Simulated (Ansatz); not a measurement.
# CH₄AlNO: how energies converge with the basis set

An exercise on one series of results from a longer session: the logs are not shown, and one member is left open.

Computed with Ansatz 0.2.0, Gaussian basis. Level: one geometry, several basis sets.

The runs, in order: PBE0-D4/def2-SVP; ωB97M-V/def2-SVP; PBE0-D4/def2-QZVPP; ωB97M-V/def2-QZVPP; the functionals' def2-TZVPP values are taken from earlier runs.

1 further run of the same task is left out (it didn't finish).

**Structure used throughout**

All runs share one geometry, relaxed beforehand with PBE0-D4 in a triple-zeta def2 set.

SMILES `N[C](=O)[AlH2]`, 8 atoms, charge 0, spin multiplicity 1.

Atoms are counted from 1 here; the program's logs count them from 0.

Bond lengths: N1–C2 1.358 Å, N1–H5 1.004 Å, N1–H6 1.010 Å, C2–O3 1.222 Å, C2–Al4 2.013 Å, Al4–H7 1.578 Å, Al4–H8 1.593 Å. Angles: C2–N1–H5 121.5°, C2–N1–H6 119.5°, H5–N1–H6 119.0°, N1–C2–O3 121.6°, N1–C2–Al4 120.9°, O3–C2–Al4 117.5°, C2–Al4–H7 117.8°, C2–Al4–H8 120.0°, H7–Al4–H8 122.2°.

As a file:

```mol
CH4AlNO
  3D, bonds by distance, orders not assigned

  8  7  0  0  0  0  0  0  0  0999 V2000
    0.4850    0.7836    1.1203 N   0  0
   -0.3612    0.5564    0.0823 C   0  0
   -1.2648    1.3334   -0.1881 O   0  0
   -0.1666   -1.0826   -1.0702 Al  0  0
    1.2281    0.1457    1.3413 H   0  0
    0.3685    1.6133    1.6846 H   0  0
   -1.1949   -1.2778   -2.2505 H   0  0
    0.9980   -2.1290   -0.7757 H   0  0
  1  2  8  0
  2  3  8  0
  2  4  8  0
  1  5  8  0
  1  6  8  0
  4  7  8  0
  4  8  8  0
M  END
```

The first run:

in.yaml

```yaml
crystal:
  periodic: [false, false, false]
  atoms:
    - {symbol: N, position_ang: [0.484960, 0.783575, 1.120309]}
    - {symbol: C, position_ang: [-0.361152, 0.556386, 0.082328]}
    - {symbol: O, position_ang: [-1.264822, 1.333376, -0.188051]}
    - {symbol: Al, position_ang: [-0.166601, -1.082571, -1.070167]}
    - {symbol: H, position_ang: [1.228069, 0.145707, 1.341267]}
    - {symbol: H, position_ang: [0.368534, 1.613262, 1.684629]}
    - {symbol: H, position_ang: [-1.194898, -1.277775, -2.250547]}
    - {symbol: H, position_ang: [0.998009, -2.128960, -0.775667]}
basis:
  gaussian: {orbitals: def2-SVP}
hamiltonian: {xc: pbe0, dispersion: d4}
output: {orbitals: {seedname: orbitals}}
```

Steps of the session up to this table: PBE0-D4 in def2-SVP; ωB97M-V in def2-SVP; PBE0-D4 in def2-QZVPP; ωB97M-V in def2-QZVPP.

One of the session's tables, all rows but one given; the rest of the session is left out.

It belongs to the step «Density functionals: the series». 

| functional | basis | HOMO (eV) | LUMO (eV) |
| --- | --- | --- | --- |
| PBE0-D4 | def2-SVP | -6.40 | -1.94 |
| PBE0-D4 | def2-TZVPP | -6.62 | -2.03 |
| PBE0-D4 | def2-QZVPP | -6.67 | -2.07 |
| ωB97M-V | def2-SVP | -8.67 | -0.21 |
| ωB97M-V | def2-TZVPP | -8.93 | -0.36 |
| ωB97M-V | def2-QZVPP | ? | ? |

**Question.** Estimate the row for ωB97M-V, def2-QZVPP.

The run gave: HOMO (eV): -8.98; LUMO (eV): -0.47. In the column «HOMO (eV)» it is the lowest.
